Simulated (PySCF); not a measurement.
# SnH3(NHtBu): geometry, NMR shifts and electronic excitations

Aim: predict the NMR shifts and electronic excitations of SnH3(NHtBu) (`[H][Sn]([H])([H])[NH]C(C)(C)C`).

Computed with PySCF 2.14.0, with density-fitted response routines of our own, on a single molecule in the gas phase. Atoms count from 0, in the outputs and in this text.

### Step 1. The molecule as given

19 atoms, charge 0, multiplicity 1; geometry from: GFN2-xTB. The atoms were then displaced at random by about 0.03 Å, so the start is not that level's minimum.

Bonds of the start (Å): Sn0–H1 1.65, Sn0–H2 1.53, Sn0–H3 1.76, Sn0–N4 2.01, N4–C5 1.42, N4–H9 1.04, C5–C6 1.55, C5–C7 1.51, C5–C8 1.50, C6–H10 1.07, C6–H11 1.09, C6–H12 0.98, C7–H13 1.05, C7–H14 1.10, C7–H15 1.15, C8–H16 1.11, C8–H17 1.09, C8–H18 1.15.

### Step 2. Geometry optimisation at PBE0-D3(BJ)/def2-SVP

The job: settings as JSON, then the geometry in Å.

```
{"job": {"xc": "PBE0", "basis": "def2-SVP", "d3": "d3bj", "grid": 1, "maxiter": 40, "shake": 0.03, "kind": "geom"}, "charge": 0, "multiplicity": 1}
Sn     1.084700     1.510380     1.752930
H      0.732320     1.544070     3.364040
H      2.558300     1.291910     1.385960
H      0.717390     3.105870     1.116120
N     -0.024560    -0.013230     1.065500
C     -0.247590    -0.380550    -0.287250
C      1.119120    -0.372030    -1.027190
C     -0.729530    -1.812390    -0.269100
C     -1.250480     0.535730    -0.922600
H     -0.887850    -0.121290     1.641970
H      0.947860    -0.788310    -1.999100
H      1.467070     0.660680    -1.099900
H      1.745450    -0.917130    -0.514080
H     -0.127510    -2.465610     0.293450
H     -0.924780    -2.235990    -1.264220
H     -1.735630    -1.822410     0.283260
H     -0.857130     1.572290    -1.018890
H     -2.218460     0.539740    -0.424000
H     -1.431440     0.161710    -1.992300
```

Started as:

```bash
> OMP_NUM_THREADS=1 python probes_run.py task.json out
```

One launch serves the whole session: the jobs run in the order shown.

**Question.** This job is followed by: GIAO PBE0/pcSseg-1 Sn:def2-TZVP NMR shielding, non-relativistic, gas phase; TDDFT wB97X-D/def2-SVPD, vertical, gas phase, core orbitals frozen in the response; GIAO B3LYP/pcSseg-1 Sn:def2-TZVP NMR shielding, non-relativistic, gas phase. Predict these results of the whole session: point group; rotational constants (main isotopes); 13C shifts against TMS (PBE0/def2-TZVP+pcSseg-1, means over atoms taken as alike); 1H shifts against TMS (PBE0/def2-TZVP+pcSseg-1, means over atoms taken as alike); 15N shifts against NH3 (PBE0/def2-TZVP+pcSseg-1); surface potential, 1st and 99th percentile; lowest singlet (wB97X-D/def2-SVPD); lowest triplet; range of the shift of N4.

The runs gave:

```
                                                                         quantity                        value
                                                                      point group                           C1
                                             rotational constants (main isotopes)         4.23, 0.90, 0.90 GHz
13C shifts against TMS (PBE0/def2-TZVP+pcSseg-1, means over atoms taken as alike)               50.1, 34.6 ppm
 1H shifts against TMS (PBE0/def2-TZVP+pcSseg-1, means over atoms taken as alike)        5.08, 1.16, -0.28 ppm
                                 15N shifts against NH3 (PBE0/def2-TZVP+pcSseg-1)                     59.0 ppm
                                            surface potential, 1st and 99th percentile           -1.18 V and 1.22 V
                                               lowest singlet (wB97X-D/def2-SVPD)  5.59 eV (222 nm), f = 0.046
                                                                   lowest triplet                      5.10 eV
                                                         range of the shift of N4             59.0 to 65.2 ppm
```

What this shows: The start was shaken at random, so part of the energy gained undoes that. The optimisation took 8 steps and gained 0.997 eV; among the close pairs (by a distance rule), Sn0–H2 changed most, from 1.534 to 1.712 Å. No frequency check was run at this level, so the end point may be a saddle. At PBE0/def2-TZVP+pcSseg-1: Shielding is most anisotropic at N4 (span 111 ppm, paramagnetic term -114 ppm). The lowest singlet, at 5.59 eV, is HOMO→LUMO+1 0.87 and is weak. The lowest triplet lies 0.49 eV below the lowest singlet (triplets in Tamm-Dancoff, singlets in full TDDFT). Spin-orbit coupling, left out, mixes singlets and triplets in elements this heavy. In ppm, N4 moves most: its shift spreads over 6.1 ppm, from 59.0 (PBE0/def2-TZVP+pcSseg-1) to 65.2 (B3LYP/def2-TZVP+pcSseg-1). Spin-orbit coupling is left out, which matters for shieldings and couplings at and beside the heavy atoms.
